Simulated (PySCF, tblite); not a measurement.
**C₇H₉ClF₂O: geometry, infrared bands and NMR shifts**

Wanted: the infrared bands and NMR shifts of C₇H₉ClF₂O (`C=C[C@](CC)(C(=O)Cl)C(F)F`), by calculation.

Programs: tblite 0.8.0 and PySCF 2.14.0, with density-fitted response routines of our own. Each step states its level of theory. These are calculated values for one molecule in the gas phase, unless marked as measured. Atoms are numbered from 0 throughout.

### 1 The starting structure

20 atoms, charge 0, multiplicity 1; geometry from: force field or distance geometry start.

Bonds of the start (Å): C0–C1 1.35, C1–C2 1.52, C2–C3 1.56, C3–C4 1.51, C2–C5 1.55, C5–O6 1.23, C5–Cl7 1.75, C2–C8 1.54, C8–F9 1.36, C8–F10 1.36, C0–H11 1.09, C0–H12 1.08, C1–H13 1.10, C3–H14 1.10, C3–H15 1.12, C4–H16 1.10, C4–H17 1.09, C4–H18 1.09, C8–H19 1.09.

### 2 Relaxing the molecule with GFN2-xTB

What the job is given:

```
{"job": {"kind": "relax", "xc": "GFN2-xTB", "basis": "xTB"}, "charge": 0, "multiplicity": 1}
C      1.438100    -1.433200     1.658600
C      0.839500    -1.459400     0.443300
C     -0.007700    -0.382100    -0.212800
C     -0.114600     0.937000     0.611600
C     -0.921300     2.057100    -0.009000
C     -1.439100    -0.933600    -0.457000
O     -1.999700    -0.830200    -1.545100
Cl    -2.190500    -1.612500     0.972200
C      0.569100    -0.081600    -1.608500
F      0.812700    -1.234200    -2.279700
F      1.761800     0.549900    -1.486900
H      1.351300    -0.587800     2.336500
H      2.013700    -2.274800     2.016100
H      0.996900    -2.369900    -0.144300
H      0.892200     1.322800     0.819600
H     -0.563200     0.721000     1.612600
H     -0.457900     2.414800    -0.939900
H     -0.967300     2.906000     0.669400
H     -1.948300     1.755000    -0.224800
H     -0.070800     0.546100    -2.234900
```

Launch:

```console
$ OMP_NUM_THREADS=1 python probes_run.py task.json out
```

The driver reads the jobs from task.json and runs them one after another.

**Question.** This job is followed by: GFN2-xTB harmonic vibrations, gas phase; GIAO PBE0/pcSseg-1 NMR shielding, non-relativistic, gas phase. What will the session give for the following? strongest single infrared mode (GFN2-xTB); zero-point energy (GFN2-xTB); 13C shifts against TMS (PBE0/pcSseg-1); 1H shifts against TMS (PBE0/pcSseg-1, means over atoms taken as alike); 17O shifts against H2O (PBE0/pcSseg-1); 35Cl shifts against HCl (PBE0/pcSseg-1); 19F shifts against CFCl3 (PBE0/pcSseg-1); surface potential, 1st and 99th percentile.

As calculated:

| quantity | value |
| --- | --- |
| strongest single infrared mode (GFN2-xTB) | 1819 cm⁻¹, 387 km/mol |
| zero-point energy (GFN2-xTB) | 92.0 kcal/mol |
| 13C shifts against TMS (PBE0/pcSseg-1) | 186.6, 141.9, 129.7, 120.8, 67.5, 27.3, 10.0 ppm |
| 1H shifts against TMS (PBE0/pcSseg-1, means over atoms taken as alike) | 6.60, 6.51, 6.06, 5.90, 2.19, 2.04, 1.04 ppm |
| 17O shifts against H2O (PBE0/pcSseg-1) | 604.8 ppm |
| 35Cl shifts against HCl (PBE0/pcSseg-1) | 449 ppm |
| 19F shifts against CFCl3 (PBE0/pcSseg-1) | -152.8, -153.2 ppm |
| surface potential, 1st and 99th percentile | -1.10 V and 1.15 V |

In words: The optimisation took 47 steps and gained 0.238 eV; among the close pairs (by a distance rule), C5–O6 changed most, from 1.228 to 1.185 Å. All 54 modes are real, so the xTB geometry is a minimum. The strongest single mode, at 1819 cm⁻¹, moves mainly C5 and O6. GFN2-xTB is a fitted tight-binding method: band positions and strengths are rough. Its intensities can rank the bands wrongly. H19 (hydrogen on an sp3 CH bonded to 2 F) lies farthest downfield among hydrogen, at 6.60 ppm; its carbon carries F, which withdraws density. At PBE0/pcSseg-1: The largest span, 939 ppm, is at O6, where the paramagnetic term is -666 ppm. By nearest atom (PBE0/pcSseg-1), the HOMO sits on C0, C1 about 29 % each; Cl7 13 % and the LUMO on C5 42 %; O6 27 %.
